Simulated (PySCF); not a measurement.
# C5H7N3: magnetic properties

Wanted: magnetic properties for C5H7N3 (`Cc1cc(C)nnn1`).

Programs: PySCF 2.14.0, with routines of our own; each step states its level. All values are computed. Atoms count from 0.

### 1 The system as given

15 atoms, charge 0, multiplicity 1; geometry from: GFN2-xTB.

### 2 Magnetic properties: GIAO BHandHLYP/pcSseg-1

What the job is given:

```
{"job": {"kind": "mag", "xc": "BHandHLYP", "basis": "pcSseg-1", "isotopologues": 2}, "charge": 0, "multiplicity": 1}
C     -2.545130    -0.117810     0.209729
C     -1.147010     0.380721     0.074822
C     -0.044599    -0.467146     0.020917
C      1.196976     0.149477    -0.104710
C      2.474737    -0.614775    -0.174553
N      1.273065     1.479895    -0.167870
N      0.209104     2.202698    -0.113341
N     -0.970767     1.701309     0.003284
H     -2.650368    -0.696754     1.125926
H     -3.230243     0.724326     0.232721
H     -2.793225    -0.765889    -0.629413
H     -0.146021    -1.541270     0.075640
H      3.307551     0.076191    -0.266259
H      2.599647    -1.217605     0.723726
H      2.461869    -1.285378    -1.032533
```

With the program's defaults for keys left out, this is: GIAO BHandHLYP/pcSseg-1 magnetisability, rotational g tensor and spin-rotation constants, non-relativistic, gas phase.

On the command line:

```
> OMP_NUM_THREADS=1 python excited_run.py task.json out
```

This one command runs all jobs of the session in turn.

Log:

```text
coarse grid: 12960 points
cycle   1  E = -358.5770860271  dE =  1.691e+00  |g| = 4.543e-01  |ddm| = 3.774e+00
cycle   2  E = -358.6102573532  dE = -3.317e-02  |g| = 2.868e-01  |ddm| = 6.977e-01
cycle   3  E = -358.6254543644  dE = -1.520e-02  |g| = 8.443e-02  |ddm| = 3.086e-01
cycle   4  E = -358.6268237638  dE = -1.369e-03  |g| = 2.855e-02  |ddm| = 7.575e-02
cycle   5  E = -358.6269875447  dE = -1.638e-04  |g| = 7.879e-03  |ddm| = 3.546e-02
cycle   6  E = -358.6270040657  dE = -1.652e-05  |g| = 2.518e-03  |ddm| = 9.946e-03
cycle   7  E = -358.6270054893  dE = -1.424e-06  |g| = 8.052e-04  |ddm| = 2.860e-03
final grid: 126624 points
cycle   8  E = -358.6674297164  dE = -1.804e-05  |g| = 2.818e-03  |ddm| = 2.050e-02
cycle   9  E = -358.6674305046  dE = -7.882e-07  |g| = 2.219e-03  |ddm| = 4.962e-03
cycle  10  E = -358.6674315728  dE = -1.068e-06  |g| = 4.772e-04  |ddm| = 1.862e-03
cycle  11  E = -358.6674316224  dE = -4.956e-08  |g| = 1.578e-04  |ddm| = 5.197e-04
cycle  12  E = -358.6674316285  dE = -6.089e-09  |g| = 3.134e-05  |ddm| = 1.831e-04
cycle  13  E = -358.6674316287  dE = -2.499e-10  |g| = 1.052e-05  |ddm| = 4.458e-05
converged SCF energy = -358.6674316287

Magnetisability tensor (1e-30 J/T^2)
     -694.55       -2.39      -82.17
       -2.39     -680.40      -44.14
      -82.17      -44.14    -1705.78
isotropic -1026.91   principal values   -1714.30   -688.06   -678.36
isotropic susceptibility -61.842 1e-6 cm^3/mol

Inertial axes            a          b          c
rot. const./GHz      4.1579     1.8305     1.2913
chi total           -41.436    -40.852   -103.237
chi diamagnetic    -382.781   -777.637  -1050.582
chi paramagnetic    341.346    736.785    947.344
quadrupole/D A        5.543     -6.543      0.999
g nuclear            0.5760     0.5992     0.5856
g electronic        -0.6668    -0.6336    -0.5747
g total             -0.0908    -0.0343     0.0109

Spin-rotation constants (kHz, H = +C I.J)
atom  isotope        aa         bb         cc
  5    14N        1.374      0.529      0.045
  6    14N        2.092      0.480      0.064
  7    14N        1.374      0.530      0.045
  8     1H       -0.418     -0.117     -0.022
  9     1H       -0.037     -0.097     -0.142
 10     1H       -0.417     -0.119     -0.020
 11     1H       -0.502      0.215     -0.139
 12     1H       -0.036     -0.097     -0.142
 13     1H       -0.418     -0.117     -0.022
 14     1H       -0.417     -0.119     -0.020
  0    13C*       0.519      0.274      0.220
  1    13C*       2.021      0.896      0.162
  2    13C*       1.305      0.893      0.144
* in the singly substituted isotopologue

Isotopologues: g along a, b, c
2H    at 8,9,10,11,12,1    -0.0809    -0.0288     0.0090
13C   at 0                 -0.0903    -0.0336     0.0107
```

It took 23 s on 1 thread of Arm Neoverse V2, shared host; peak memory 0.78 GiB.

From this job:

| quantity | value |
| --- | --- |
| magnetisability | -1027·10⁻³⁰ J/T² |
| molar susceptibility | -61.8·10⁻⁶ cm³/mol |
| rotational g (a, b, c) | -0.0908, -0.0343, 0.0109 |

The fields below are evaluated on a grid from the run's orbitals.

Frontier orbitals at BHandHLYP/pcSseg-1, with the share of their density that lies nearest to each atom:

| orbital | energy (eV) | lies on |
| --- | --- | --- |
| HOMO | -8.47 | N6 45 %; N5, N7 about 20 % each |
| LUMO | -0.58 | N6 28 %; C2 22 %; N5, N7 about 10 % each |

ELF in a plane through or near 11 of the atoms.

Ten even steps from '0' (0.00) to '9' (1.00):
```
0000000000000000000000000000
0000000000000000000000000000
0000000000000000000000000000
0000000000000000000000000000
0000000000001551000000000000
0000000000007997000000000000
0000001221019999001221000000
0000002553007997003552000000
0000014324336125334234100000
0000477178759129688617740000
0003999968275556828699993000
0003999922565115762299993000
0000585005626336265016850000
0000000069727677279600000000
0000000289955335599820000000
0000000157405995047510000000
0000000000006996000000000000
0000000000004884000000000000
0000000000000000000000000000
0000000000000000000000000000
```
The map spans 11.8 Å across and 9.6 Å up, centred on the molecule. Atoms in the plane (x, y in Å): C0 (2.5, 0.4), C1 (1.2, -0.3), C2 (0.0, 0.5), C3 (-1.2, -0.3), C4 (-2.5, 0.4), N5 (-1.1, -1.6), N6 (0.0, -2.2), N7 (1.1, -1.6), H9 (3.3, -0.4), H11 (0.0, 1.6), H12 (-3.3, -0.4).

log10 of the density (e/Å³) in the same plane.

Values, 10 rows by 14 columns:
```
-4.0 -4.0 -4.0 -4.0 -4.0 -4.0 -4.0 -4.0 -4.0 -4.0 -4.0 -4.0 -4.0 -4.0
-4.0 -4.0 -4.0 -4.0 -4.0 -4.0 -4.0 -4.0 -4.0 -4.0 -4.0 -4.0 -4.0 -4.0
-4.0 -4.0 -3.7 -2.9 -2.7 -2.9 -2.2 -2.0 -2.6 -2.8 -2.8 -3.3 -4.0 -4.0
-4.0 -3.8 -2.5 -1.4 -1.1 -1.7 -0.7 -0.1 -1.4 -1.4 -1.1 -2.0 -3.1 -4.0
-4.0 -3.1 -1.7 -0.4  0.3 -0.4 -0.1  0.5 -0.4 -0.1  0.2 -1.0 -2.4 -3.9
-4.0 -2.9 -1.1  0.3  0.0  0.5  0.2 -0.1  1.3  0.1  0.2 -0.3 -2.0 -3.7
-4.0 -3.4 -2.0 -1.2 -1.0  0.4  0.3 -0.2  0.7 -0.3 -1.2 -1.5 -2.7 -4.0
-4.0 -4.0 -3.7 -2.6 -1.3 -0.2  0.2  1.1  0.0 -0.6 -1.9 -3.2 -4.0 -4.0
-4.0 -4.0 -4.0 -4.0 -2.6 -1.9 -1.1 -0.7 -1.6 -2.2 -3.3 -4.0 -4.0 -4.0
-4.0 -4.0 -4.0 -4.0 -4.0 -4.0 -2.9 -2.6 -3.4 -4.0 -4.0 -4.0 -4.0 -4.0
```
The map spans 11.8 Å across and 9.6 Å up, centred on the molecule. Atoms in the plane (x, y in Å): C0 (2.5, 0.4), C1 (1.2, -0.3), C2 (0.0, 0.5), C3 (-1.2, -0.3), C4 (-2.5, 0.4), N5 (-1.1, -1.6), N6 (0.0, -2.2), N7 (1.1, -1.6), H9 (3.3, -0.4), H11 (0.0, 1.6), H12 (-3.3, -0.4).

On the surface of density 0.002 e/bohr³ the electrostatic potential runs, from the 1st to the 99th percentile, from -2.07 V near N6 to 1.51 V near H11.

### 3 Magnetic properties: GIAO X3LYP/pcSseg-1 in dichloromethane

The job, as its differences from that of step 2:

```diff
@@ -1,2 +1,2 @@
-{"job": {"kind": "mag", "xc": "BHandHLYP", "basis": "pcSseg-1", "isotopologues": 2}, "charge": 0, "multiplicity": 1}
+{"job": {"kind": "mag", "xc": "X3LYP", "basis": "pcSseg-1", "solvent": "dichloromethane"}, "charge": 0, "multiplicity": 1}
 C     -2.545130    -0.117810     0.209729
```

Method: GIAO X3LYP/pcSseg-1 magnetisability, non-relativistic, IEF-PCM dichloromethane.

Log:

```text
coarse grid: 12960 points
cycle   1  E = -358.6430920217  dE =  1.356e+00  |g| = 4.630e-01  |ddm| = 3.811e+00
cycle   2  E = -358.6376370756  dE =  5.455e-03  |g| = 4.858e-01  |ddm| = 7.748e-01
cycle   3  E = -358.6871311982  dE = -4.949e-02  |g| = 1.122e-01  |ddm| = 3.831e-01
cycle   4  E = -358.6892984335  dE = -2.167e-03  |g| = 4.492e-02  |ddm| = 1.037e-01
cycle   5  E = -358.6897193726  dE = -4.209e-04  |g| = 6.592e-03  |ddm| = 3.341e-02
cycle   6  E = -358.6897261492  dE = -6.777e-06  |g| = 3.767e-03  |ddm| = 8.173e-03
cycle   7  E = -358.6897295446  dE = -3.395e-06  |g| = 6.897e-04  |ddm| = 3.471e-03
final grid: 126624 points
cycle   8  E = -358.7498098033  dE = -3.743e-05  |g| = 5.175e-03  |ddm| = 3.468e-02
cycle   9  E = -358.7498098029  dE =  3.429e-10  |g| = 5.173e-03  |ddm| = 8.729e-03
cycle  10  E = -358.7498163065  dE = -6.504e-06  |g| = 6.112e-04  |ddm| = 3.978e-03
cycle  11  E = -358.7498163846  dE = -7.814e-08  |g| = 2.138e-04  |ddm| = 7.365e-04
cycle  12  E = -358.7498163930  dE = -8.453e-09  |g| = 9.742e-05  |ddm| = 2.534e-04
cycle  13  E = -358.7498163953  dE = -2.212e-09  |g| = 1.793e-05  |ddm| = 9.856e-05
cycle  14  E = -358.7498163953  dE = -4.877e-11  |g| = 8.591e-06  |ddm| = 1.938e-05
converged SCF energy = -358.7498163953

Magnetisability tensor (1e-30 J/T^2)
     -706.12       -0.57      -77.99
       -0.57     -675.01      -42.75
      -77.99      -42.75    -1664.94
isotropic -1015.36   principal values   -1673.07   -700.12   -672.88
isotropic susceptibility -61.146 1e-6 cm^3/mol

Inertial axes            a          b          c
rot. const./GHz      4.1579     1.8305     1.2913
chi total           -42.162    -40.522   -100.754
chi diamagnetic    -382.509   -777.009  -1050.423
chi paramagnetic    340.347    736.487    949.668
quadrupole/D A        5.681     -7.010      1.329
```

It took 20 s on 1 thread of Arm Neoverse V2, shared host; peak memory 0.89 GiB.

From this job:

| quantity | value |
| --- | --- |
| magnetisability | -1015·10⁻³⁰ J/T² |
| molar susceptibility | -61.1·10⁻⁶ cm³/mol |

### 4 Summary of results

```
                                                quantity                     value
       magnetisability (step 2, GIAO BHandHLYP/pcSseg-1)          -1027·10⁻³⁰ J/T²
  molar susceptibility (step 2, GIAO BHandHLYP/pcSseg-1)        -61.8·10⁻⁶ cm³/mol
rotational g (a, b, c) (step 2, GIAO BHandHLYP/pcSseg-1)  -0.0908, -0.0343, 0.0109
                   surface potential, 1st and 99th percentile        -2.07 V and 1.51 V
```

In words: At BHandHLYP/pcSseg-1, counted by nearest atom on the grid, the HOMO lies on N6 45 %; N5, N7 about 20 % each, the LUMO on N6 28 %; C2 22 %. Vibrational averaging and real surroundings are missing from these values.
